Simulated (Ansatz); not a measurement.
Li3Mg, space group Fm-3m, a surface slab

Computed with Ansatz's Python interface.

Run as a notebook:

```python
from dataclasses import dataclass

import ansatz as az
from ase import Atoms
from ase.build import surface
import numpy as np


@dataclass
class Settings:
    xc: str = "r2scan"
    smearing: str = "fermi_dirac"
    width_ev: float = 0.1
```

```python
settings = Settings()
```

```python
atoms = Atoms(
    ["Li", "Li", "Li", "Mg"],
    scaled_positions=[
        [0.25, 0.25, 0.25],
        [0.5, 0.5, 0.5],
        [0.75, 0.75, 0.75],
        [0.0, 0.0, 0.0],
    ],
    cell=[
        [0.0, 3.428878, 3.428878],
        [3.428878, 0.0, 3.428878],
        [3.428878, 3.428878, 0.0],
    ],
    pbc=True,
)
# the plane is named in the basis of this cell
slab = surface(atoms, (1, 1, 1), 3, vacuum=7.0)
slab.pbc = (True, True, False)
```

```python
print(slab.get_chemical_formula(), "area {:.3f} A^2, cell height {:.2f} A".format(np.linalg.norm(np.cross(slab.cell[0], slab.cell[1])), slab.cell[2, 2]))
```

    Li9Mg3 area 20.364 A^2, cell height 24.89 A

```python
def prepared(structure):
    return (
        az.Crystal.from_ase(structure).calculation()
        .functional(settings.xc)
        .occupations(settings.smearing, width=settings.width_ev)
    )
```

```python
calc = prepared(slab).kpoints(4, 4, 1).potential().forces()
out = calc.run(threads=1)
report = out.report

report["published_state_doubts"]
```

    DeckWarning: crystal.periodic: the lattice vector that does not repeat stood 0.000° off the slab's normal, 24.888 Å along it as the deck builds it. The run solves the slab on a vector along the normal, 45.576 Å long, with every atom where it was (on the deck's vector they left 14.00 Å outside them, and the widest stretch free of ions among them is 0.99 Å). A fractional position that the run [...]
    DeckWarning: basis.ecutwfc = 500 eV, auto-derived from the records' recommended cutoffs: set by Li (their level for a meta-GGA)
    RunWarning: The output density's exchange-correlation potential varies sharply where the density is thin. Do not read a vacuum level from v_tot or v_xc, or from such a field of the output density. On a cell that repeats whose density bears no net charge and no dipole along the vacuum's axis use v_es (v_loc + v_h of the components); under efield.dipole_correction with no amplitude use v_es + [...]
    []

```python
print(f"slab free energy {report['free_energy_ev']:.4f} eV, Fermi level {report['fermi_energy_ev']:.3f} eV")
print("vacuum reading:", {k: round(v, 3) for k, v in report.get("vacuum", {}).items() if isinstance(v, float)})
```

    slab free energy -7623.8835 eV, Fermi level -3.170 eV
    vacuum reading: {'free_states_from_ev': -0.235, 'bound_up_to_ev': -0.235}

```python
# surface energy from the bulk energy at the same settings
bulk = prepared(atoms).kpoints(6, 6, 6).run(threads=1).report
excess = report["free_energy_ev"] - bulk["free_energy_ev"] * len(slab) / len(atoms)
area = np.linalg.norm(np.cross(slab.cell[0], slab.cell[1]))
print(f"mean surface energy {excess / (2 * area) * 16.02177:.3f} J/m^2 ({1000 * excess / (2 * area):.1f} meV/A^2)")
```

    mean surface energy 0.735 J/m^2 (45.9 meV/A^2)

```python
v = out.potential()
profile = (v.v_es_ev + (0 if v.v_field_ev is None else v.v_field_ev)).mean(axis=(0, 1))
height = out.lattice.cell_ang[2][2]
print("z (A)   planar potential less the Fermi level (eV)")
for i in range(0, len(profile), max(len(profile) // 24, 1)):
    print(f"{i * height / len(profile):6.2f} {profile[i] - report['fermi_energy_ev']:9.3f}")
```

    z (A)   planar potential less the Fermi level (eV)
      0.00     3.405
      1.90     3.405
      3.80     3.388
      5.70     2.460
      7.60    -2.279
      9.50    -0.600
     11.39    -2.618
     13.29    -0.534
     15.19    -3.418
     17.09    -0.963
     18.99     2.111
     20.89     2.909
     22.79     2.934
     24.69     2.934
     26.59     2.934
     28.49     2.934
     30.38     2.934
     32.28     2.934
     34.18     2.935
     36.08     3.401
     37.98     3.405
     39.88     3.405
     41.78     3.405
     43.68     3.405

Caveats:
- Total energies depend on the potentials; only differences at equal settings carry meaning. A total without «per atom» is that of the cell as typed.
- For a metal this k-point mesh is coarse: on a finer one energies can move by several to tens of meV an atom and pressures by half a GPa or more, differences at one mesh by less.
- An absolute Fermi energy rests on an arbitrary zero of the periodic potential and has no direct meaning.
- This cell is a computed structure, which may not be the phase found in nature.
- Warnings are shown shortened and without file and line.
- The slab is thin and cut from the structure as given; a cut can leave two unlike or polar faces, and the surface energy is then their mean. Miller indices refer to the vectors of the cell as typed, and the lattice isn't relaxed for this functional, so relaxation and surface energy can hold strain.
- It ran for 53 s on 1 thread of Arm Neoverse V2, on a shared host, peak memory 2.7 GiB.

(Lines on the test bed's own set-up are left out of the output.)
